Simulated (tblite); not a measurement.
# CH12N2Si4: the cost of one run

Computed with tblite 0.8.0 and PySCF 2.14.0, with density-fitted response routines of our own, on a single molecule in the gas phase. Atoms are numbered from 0 throughout.

### 1 The molecule as given

19 atoms, charge 0, multiplicity 1; geometry from: force field or distance geometry start.

Bonds of the start (Å): C0–Si1 1.83, Si1–N2 1.69, Si1–Si3 2.30, Si3–Si4 2.29, Si4–Si5 2.28, Si5–N6 1.71, Si5–Si1 2.31, C0–H7 1.09, C0–H8 1.09, C0–H9 1.11, N2–H10 1.03, N2–H11 1.02, Si3–H12 1.50, Si3–H13 1.48, Si4–H14 1.50, Si4–H15 1.49, Si5–H16 1.48, N6–H17 1.02, N6–H18 1.02.

### 2 Optimising the geometry with GFN2-xTB

What the job is given:

```
{"job": {"kind": "relax", "xc": "GFN2-xTB", "basis": "xTB"}, "charge": 0, "multiplicity": 1}
C     -1.615000    -1.019900     1.487700
Si    -0.918400    -0.248500    -0.022400
N     -1.787900    -0.594500    -1.427100
Si    -0.335200     1.951800     0.289200
Si     1.755600     1.241000     0.888700
Si     1.337000    -0.692300    -0.254200
N      1.778000    -0.725000    -1.901600
H     -1.684700    -2.101000     1.395600
H     -1.022700    -0.814000     2.384900
H     -2.640400    -0.650200     1.689300
H     -2.706400    -0.127100    -1.432000
H     -1.309200    -0.245800    -2.253900
H     -1.108400     2.601700     1.401500
H     -0.385400     2.711000    -0.980300
H      2.869700     2.073600     0.336100
H      1.882800     1.020500     2.360900
H      1.802100    -1.946200     0.383800
H      2.772400    -0.922600    -1.999000
H      1.306200    -1.503400    -2.354600
```

On the command line:

```
$ OMP_NUM_THREADS=1 python probes_run.py task.json out
```

The driver reads the jobs from task.json and runs them one after another.

Q: Estimate the wall time of this first job on 1 thread of Intel Xeon at 2.50GHz, shared host.

About 4.8 s.
